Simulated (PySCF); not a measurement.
# [Ce(O2)]+: other functionals and bases at one geometry

Aim: see how levels, charges and forces of [Ce(O2)]+ depend on the level of theory. The species was built from a template and needn't be a known compound.

Method: several levels, as the steps say, no spin–orbit coupling; program: PySCF 2.14.0.

3 further runs of the same task are left out: 2 for a known fault of the program, 1 that didn't finish.

## (1) The system as given

3 atoms, charge 1, spin multiplicity 1.

Bond lengths: Ce1–O2 2.056 Å, Ce1–O3 2.056 Å, O2–O3 1.462 Å. Angles: O2–Ce1–O3 41.6°, Ce1–O2–O3 69.2°, Ce1–O3–O2 69.2°.

Coordinates:

```xyz
3
CeO2
Ce    0.0000    0.0000   -0.2381
O     0.7308    0.0000    1.6833
O    -0.7308    0.0000    1.6833
```

Formal oxidation states: Ce +3. Each metal's 1 4f electrons lie in its core potential, so multiplicities, spins and levels count the valence alone. An earlier session relaxed this geometry at PBE0, Ce lcecp-1-SVP with ECP47, O def2-SVP (singlet, point group C2v).

At PBE0 on the finer grid: E = -182.126495 Eh, HOMO -11.88 eV, LUMO -7.25 eV, Mulliken charge on Ce1 +1.50 e, largest force component 0.002 eV/Å. 

Levels to run: BP86; TPSS; CAM-B3LYP; HF; PBE0, TZVP; PBE0, SVP. Hardware: 2 threads of Arm Neoverse V1, shared host.

## (2) BP86

The input, run.py (the lines that set the calculation):

```python
mol = gto.M(atom='''
Ce     0.00000     0.00000    -0.23814
O      0.73082     0.00000     1.68331
O     -0.73082     0.00000     1.68331''',
    basis={'Ce': 'lcecp-1-SVP', 'O': 'def2-SVP'},
    ecp={'Ce': 'lcecp-1-SVP'},
    charge=1, spin=0)
mf = dft.RKS(mol, xc='B88,P86')
mf.grids.atom_grid = (75, 302)  # f atoms: unpruned, at least (60, 302)
mf = mf.density_fit()  # fitting sets: Ce AutoAux, O def2-universal-JKFIT
mf.conv_tol = 1e-08; mf.max_cycle = 55
mf.kernel(dm0)  # dm0: the density of the relaxed state
```

On the command line:

```sh
$ OMP_NUM_THREADS=2 python run.py
```

## (3) TPSS

Changes to run.py (the lines that set the calculation) since step 2:

```diff
@@ -7,3 +7,3 @@
     charge=1, spin=0)
-mf = dft.RKS(mol, xc='B88,P86')
+mf = dft.RKS(mol, xc='TPSS')
 mf.grids.atom_grid = (75, 302)  # f atoms: unpruned, at least (60, 302)
```

## (4) CAM-B3LYP

Changes to run.py (the lines that set the calculation) since step 3:

```diff
@@ -7,3 +7,3 @@
     charge=1, spin=0)
-mf = dft.RKS(mol, xc='TPSS')
+mf = dft.RKS(mol, xc='CAMB3LYP')
 mf.grids.atom_grid = (75, 302)  # f atoms: unpruned, at least (60, 302)
```

## (5) HF

Changes to run.py (the lines that set the calculation) since step 4:

```diff
@@ -7,4 +7,3 @@
     charge=1, spin=0)
-mf = dft.RKS(mol, xc='CAMB3LYP')
-mf.grids.atom_grid = (75, 302)  # f atoms: unpruned, at least (60, 302)
+mf = scf.RHF(mol)
 mf = mf.density_fit()  # fitting sets: Ce AutoAux, O def2-universal-JKFIT
```

## (6) PBE0, TZVP

Basis: Ce lcecp-1-TZVP with ECP47, O def2-TZVP. 

The input, run.py (the lines that set the calculation):

```python
mol = gto.M(atom='''
Ce     0.00000     0.00000    -0.23814
O      0.73082     0.00000     1.68331
O     -0.73082     0.00000     1.68331''',
    basis={'Ce': 'lcecp-1-TZVP', 'O': 'def2-TZVP'},
    ecp={'Ce': 'lcecp-1-TZVP'},
    charge=1, spin=0)
mf = dft.RKS(mol, xc='PBE0')
mf.grids.atom_grid = (75, 302)  # f atoms: unpruned, at least (60, 302)
mf = mf.density_fit()  # fitting sets: Ce AutoAux, O def2-universal-JKFIT
mf.conv_tol = 1e-08; mf.max_cycle = 55
mf.kernel(dm0)  # dm0: free metal ions and neutral atoms
```

## (7) PBE0, SVP

Basis: Ce def2-SVP with ECP28, O def2-SVP. The 4f electrons are now in the valence.

The input, run.py (the lines that set the calculation):

```python
mol = gto.M(atom='''
Ce     0.00000     0.00000    -0.23814
O      0.73082     0.00000     1.68331
O     -0.73082     0.00000     1.68331''',
    basis={'Ce': 'def2-SVP', 'O': 'def2-SVP'},
    ecp={'Ce': 'def2-SVP'},
    charge=1, spin=1)
mf = dft.UKS(mol, xc='PBE0')
mf.grids.atom_grid = (75, 302)  # f atoms: unpruned, at least (60, 302)
mf = mf.density_fit()  # fitting sets: Ce def2-universal-JKFIT, O def2-universal-JKFIT
mf.conv_tol = 1e-08; mf.max_cycle = 55
mf.kernel(dm0)  # dm0: free metal ions and neutral atoms
```

Before running it: what results should come out? Wanted: for each run, HOMO; gap; charge on Ce1; dipole; largest force.

**Answer**, as computed:

| level | state | HOMO (eV) | gap (eV) | charge on Ce1 (e) | dipole (D) | largest force (eV/Å) | basis functions | time |
| --- | --- | --- | --- | --- | --- | --- | --- | --- |
| PBE0 (relaxed here) | singlet | -11.88 | 4.62 | 1.50 | 8.33 | 0.00 | 61 | 4.6 s |
| BP86 | singlet | -10.66 | 2.78 | 1.38 | 7.47 | 1.06 | 61 | 2.1 s |
| TPSS | singlet | -10.54 | 2.81 | 1.43 | 7.73 | 1.11 | 61 | 2.6 s |
| CAM-B3LYP | singlet | -13.17 | 6.62 | 1.50 | 8.66 | 0.21 | 61 | 2.4 s |
| HF | singlet | -15.41 | 10.24 | 1.82 | 10.50 | 0.38 | 61 | 1.1 s |
| PBE0, TZVP | singlet | -11.73 | 4.59 | 1.64 | 8.31 | 0.79 | 109 | 5.8 s |
| PBE0, SVP | doublet | -11.81 | 4.58 | 1.44 | 8.14 | 2.71 | 106 | 16 s |

Times are on 2 threads of Arm Neoverse V1, shared host; the first row also made further properties. The dipole of a charged species depends on the origin, so these sizes hold for this origin alone.

In one basis the HOMO–LUMO gap runs from 2.78 eV (BP86) to 10.24 eV (HF). The largest leftover force, 2.71 eV/Å with PBE0, SVP, stands at a geometry relaxed at another level. The Mulliken charge on Ce spans +1.38 to +1.82 e over the levels. With 4f in the core, its levels are missing from HOMO and gap. Total energies of different levels can't be compared. Spin–orbit coupling is left out throughout.
